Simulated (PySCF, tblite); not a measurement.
# C3H17NSi4: geometry, infrared bands and NMR shifts

What infrared bands and NMR shifts should C3H17NSi4 (`C[SiH2]C[Si@@H](N[SiH3])[SiH2]C`) show?

The runs use tblite 0.8.0 and PySCF 2.14.0, with density-fitted response routines of our own; the level of theory stands in each step. All values are computed, except where a source is named. Atoms count from 0, in the outputs and in this text.

**1. Starting geometry**

25 atoms, charge 0, multiplicity 1; geometry from: force field or distance geometry start.

Bonds of the start (Å): C0–Si1 1.87, Si1–C2 1.85, C2–Si3 1.87, Si3–N4 1.79, N4–Si5 1.79, Si3–Si6 2.25, Si6–C7 1.86, C0–H8 1.10, C0–H9 1.10, C0–H10 1.10, Si1–H11 1.47, Si1–H12 1.47, C2–H13 1.12, C2–H14 1.11, Si3–H15 1.45, N4–H16 1.05, Si5–H17 1.47, Si5–H18 1.46, Si5–H19 1.47, Si6–H20 1.47, Si6–H21 1.48, C7–H22 1.10, C7–H23 1.13, C7–H24 1.11.

**2. Relaxing the molecule with GFN2-xTB**

Job settings and geometry (Å):

```
{"job": {"kind": "relax", "xc": "GFN2-xTB", "basis": "xTB"}, "charge": 0, "multiplicity": 1}
C      4.027300     0.141800    -0.079000
Si     2.243700    -0.400100     0.110500
C      1.158400     0.850800    -0.722800
Si    -0.606700     0.248100    -0.861700
N     -0.620100    -1.495100    -1.266300
Si    -2.179300    -2.265500    -0.861400
Si    -1.601700     0.469400     1.141800
C     -2.379700     2.150400     1.274900
H      4.151300     0.940400    -0.821100
H      4.651100    -0.714300    -0.392300
H      4.449000     0.501100     0.876100
H      1.845800    -0.459900     1.528000
H      2.145600    -1.718700    -0.536000
H      1.132600     1.815600    -0.157400
H      1.508600     1.085600    -1.750000
H     -1.327400     0.987400    -1.872800
H      0.142200    -2.003900    -0.753900
H     -2.216900    -3.579400    -1.528600
H     -3.288600    -1.438200    -1.323100
H     -2.267900    -2.464300     0.589300
H     -2.635000    -0.565200     1.282600
H     -0.613300     0.377500     2.233600
H     -2.257100     2.747300     0.355300
H     -3.497800     2.056400     1.427500
H     -1.974900     2.757200     2.115900
```

Launch:

```
$ OMP_NUM_THREADS=1 python probes_run.py task.json out
```

The driver reads the jobs from task.json and runs them one after another.

**Question.** This job is followed by: GFN2-xTB harmonic vibrations, gas phase; GIAO PBE0/pcSseg-1 NMR shielding, non-relativistic, gas phase. What will the session give for the following? strongest single infrared mode (GFN2-xTB); zero-point energy (GFN2-xTB); ¹³C shifts against TMS (PBE0/pcSseg-1); ¹H shifts against TMS (PBE0/pcSseg-1, means over atoms taken as alike); ²⁹Si shifts against TMS (PBE0/pcSseg-1); ¹⁵N shifts against NH3 (PBE0/pcSseg-1); surface potential, 1st and 99th percentile.

The runs gave:

| quantity | value |
| --- | --- |
| strongest single infrared mode (GFN2-xTB) | 2210 cm⁻¹, 514 km/mol |
| zero-point energy (GFN2-xTB) | 113.3 kcal/mol |
| ¹³C shifts against TMS (PBE0/pcSseg-1) | -3.2, -4.1, -10.0 ppm |
| ¹H shifts against TMS (PBE0/pcSseg-1, means over atoms taken as alike) | 5.55, 4.71, 4.30, 4.20, 4.11, 3.92, 0.54, 0.20, 0.09, -0.31, -0.88 ppm |
| ²⁹Si shifts against TMS (PBE0/pcSseg-1) | -19.2, -47.0, -57.1, -88.6 ppm |
| ¹⁵N shifts against NH3 (PBE0/pcSseg-1) | -2.2 ppm |
| surface potential, 1st and 99th percentile | -0.39 V and 1.20 V |

In words: Relaxing lowered the energy by 0.926 eV in 153 steps; the close pair that moved most is Si3–Si6, from 2.248 to 2.313 Å. The lowest mode is slightly imaginary (17i cm⁻¹), a soft motion within the noise of the Hessian, so the minimum is not strictly shown. The strongest single mode, at 2210 cm⁻¹, moves mainly H11. GFN2-xTB is a fitted tight-binding method: band positions and strengths are rough. Its intensities can rank the bands wrongly. At PBE0/pcSseg-1: The widest tensor belongs to Si5: span 100 ppm, with a paramagnetic part of -474 ppm.
